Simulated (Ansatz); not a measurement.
# MgTl: the crystal squeezed far

An exercise on one series of results from a longer session: the logs are not shown, and one member is left open.

Method: DFT, PBEsol, PAW with Ansatz's default frozen-core files, scalar-relativistic, in Ansatz 0.2.0.

1 further run of the same task is left out (it didn't finish).

## Starting point

The structure is cubic, space group Pm-3m (No. 221). The conventional cell has a = 3.628 Å, b = 3.628 Å, c = 3.628 Å, α = 90.00°, β = 90.00°, γ = 90.00°. Mg (site symmetry m-3m) has 8 Tl at 3.14 Å as nearest neighbours. Around Tl (site symmetry m-3m) lie 8 Mg at 3.14 Å.

Coordinates:

```
Mg Tl
1.0
     3.62800    0.00000    0.00000
     0.00000    3.62800    0.00000
     0.00000    0.00000    3.62800
Mg Tl
1 1
Direct
  0.00000 0.00000 0.00000
  0.50000 0.50000 0.50000
```

Whether this phase is the stable one at these pressures isn't tested.

Atoms are numbered in the order of the input: Mg1, Tl2.

The first run:

File input.yaml:

```yaml
crystal:
  lattice:
    - [3.628, 0.0, 0.0]
    - [0.0, 3.628, 0.0]
    - [0.0, 0.0, 3.628]
  atoms:
    - { symbol: Mg, position: [0.0, 0.0, 0.0] }
    - { symbol: Tl, position: [0.5, 0.5, 0.5] }
kpoints:
  mp_grid: { grid: [10, 10, 10] }
  band_path:
    path:
      - [0.0, 0.0, 0.0]
      - [0.0, 0.5, 0.0]
      - [0.5, 0.5, 0.0]
      - [0.0, 0.0, 0.0]
      - [0.5, 0.5, 0.5]
      - [0.0, 0.5, 0.0]
      - [0.5, 0.5, 0.5]
      - [0.5, 0.5, 0.0]
    npoints: 6
scf:
  occupations: { method: fermi_dirac, width: 0.05 }
hamiltonian:
  xc: pbesol
  pseudopotentials: { kind: paw }
output:
  forces: true
  stress: true
  eigenvalues: true
  efg: { contact_densities: true }
  populations: true
```

The run is started by

```sh
$ ansatz run input.yaml --threads 1 --pin off --max-ram 2048MiB --backend cpu --events-out ev --progress --plain --runs-dir out
```

Among the steps run: Volume scaled by 1, PAW; Volume scaled by 0.85, PAW; Volume scaled by 0.7, PAW; Volume scaled by 0.55, PAW.

One of the session's tables, all rows but one given; the rest of the session is left out.

| method | volume over the first | volume (Å³/atom) | pressure (GPa) |
| --- | --- | --- | --- |
| PAW | 1 | 23.877 | -0.29 |
| PAW | 0.85 | ? | ? |
| PAW | 0.7 | 16.714 | 32.21 |
| PAW | 0.55 | 13.132 | 96.80 |

**Question.** Estimate the row for PAW, 0.85.

The run gave: volume (Å³/atom): 20.295; pressure (GPa): 8.95. In the column «volume (Å³/atom)» it lies between PAW, 0.7 (16.714) and PAW, 1 (23.877).

Caveats from the session: Warnings in the runs' records: gradients without spin orbit.
